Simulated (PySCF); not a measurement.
Molecule: OGaF3H2, in a box.

```
O Ga F H
1.0
    12.00000    0.00000    0.00000
     0.00000   13.00000    0.00000
     0.00000    0.00000   12.00000
O Ga F H
1 1 3 2
Direct
  0.40266 0.55224 0.54500
  0.52043 0.45813 0.47635
  0.55850 0.40448 0.60483
  0.45125 0.38038 0.38098
  0.60021 0.56070 0.42512
  0.40195 0.54167 0.62468
  0.42372 0.62285 0.53135
```

Program: PySCF 2.14.0. Alike in all runs: task atomic charges; potentials or basis 6-31g* (all-electron); no spin polarisation; cell as given; k mesh 1 × 1 × 1; smearing fixed.

Order these runs on this cell by their band gap on the k mesh, lowest first.
A. level PBE50; exxdiv ewald
B. level PBEsol0; exxdiv ewald
C. level revPBE+D3(OP); three-body dispersion term no

C (6.31 eV), B (9.48 eV), A (12.64 eV).

Caveats: this is a molecule in a periodic box at the Γ point, so its band gap is the HOMO-LUMO gap; relativity is left out, which matters for the heavier elements; the basis of atomic orbitals isn't converged, which shifts pressures, moduli and gaps.

Runs at the PBE level aren't shown here.
